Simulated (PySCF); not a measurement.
**KN: bond curves at several levels of theory**

One job finds the state of KN, follows it along the bond with each method and fits the curves.

Computed with PySCF 2.14.0. Level: K def2-TZVPP, N def2-TZVPP, no relativity.

### Step 1. The job

Settings of the job:

* atoms: K, N
* charge: 0
* basis: K def2-TZVPP, N def2-TZVPP
* Hamiltonian: no relativity
* basis functions: 64
* electrons treated: 26
* masses in u: 38.9637, 14.0031
* levels: PBE0, PBE, r²SCAN, r²SCAN0, TPSS, TPSSh, r²SCANh, ωB97M-V, HF, MP2, SCS-MP2, CCSD, CCSD(T)
* grid: 80 radial by 434 angular points
* occupations: held fixed by the projection of orbital angular momentum
* dissociation limit: K + N, each in its ground configuration
* starting distance in angstrom: 2.600
* values of 2S to try: 0, 2, 4

Command:

```bash
$ OMP_NUM_THREADS=1 python dia.py task.json out
```

Further steps of the session: The PBE0 curve of the state that the search chose; Other states along the same grid; PBE (GGA); r²SCAN (meta-GGA); r²SCAN0 (hybrid meta-GGA); TPSS (meta-GGA); TPSSh (hybrid meta-GGA); r²SCANh (hybrid meta-GGA); ωB97M-V (range-separated hybrid); ROHF; Correlated methods on the Hartree–Fock reference.

**Question.** What will these runs give? Wanted: for each run, Re; ωe; De; μ.

The runs gave:

Lowest PBE0 solution found, without spin–orbit coupling: ³Σ⁻ (triplet), unpaired electrons π ↑↑. State 2 has its PBE0 minimum 0.12 eV higher. State 3 has its PBE0 minimum 0.56 eV higher, as a spin-mixed determinant (⟨S²⟩ = 1.00), so this is no gap between pure states. State 4 has its PBE0 minimum 0.65 eV higher, as a spin-mixed determinant (⟨S²⟩ = 1.00), so this is no gap between pure states. The other levels ran on the lowest alone.

| level | Re (Å) | ωe (cm⁻¹) | De (eV) | μ (D) |
| --- | --- | --- | --- | --- |
| ROHF | 2.567 | 346 | -0.83 | -10.26 |
| ROHF-MP2 | 2.558 | 338 | 0.443 | n/a |
| ROHF-SCS-MP2 | 2.566 | 334 | 0.55 | n/a |
| ROHF-CCSD | 2.589 | 312 | 0.469 | n/a |
| ROHF-CCSD(T) | 2.602 | 298.8 | 0.57 | n/a |
| PBE | 2.603 | 286.1 | 1.32 | -6.38 |
| TPSS | 2.580 | 303 | 1.32 | -7.23 |
| r²SCAN | 2.615 | 277.1 | 1.01 | -6.37 |
| TPSSh | 2.571 | 308 | 1.18 | -7.65 |
| r²SCANh | 2.607 | 277.5 | 0.90 | -6.79 |
| PBE0 | 2.577 | 296.9 | 0.97 | -7.48 |
| r²SCAN0 | 2.590 | 279.8 | 0.75 | -7.57 |
| ωB97M-V | 2.560 | 328 | 1.04 | -8.87 |

De is counted to K + N in their ground configurations. A positive dipole means K(−)N(+). ⟨S²⟩ is off the pure value of 2.00 by over a tenth at r²SCAN 2.20.

In words: Bond lengths run from 2.558 Å (ROHF-MP2) to 2.615 Å (r²SCAN). Of the levels with a De here, ROHF gives the least (-0.83 eV) and PBE the most (1.32 eV).

Correlated steps freeze 6 core orbitals. A negative De means that the minimum lies above the separated atoms at that level. T1 is 0.045 near the minimum (highest on the curve 0.078), which may point to more than one leading configuration.
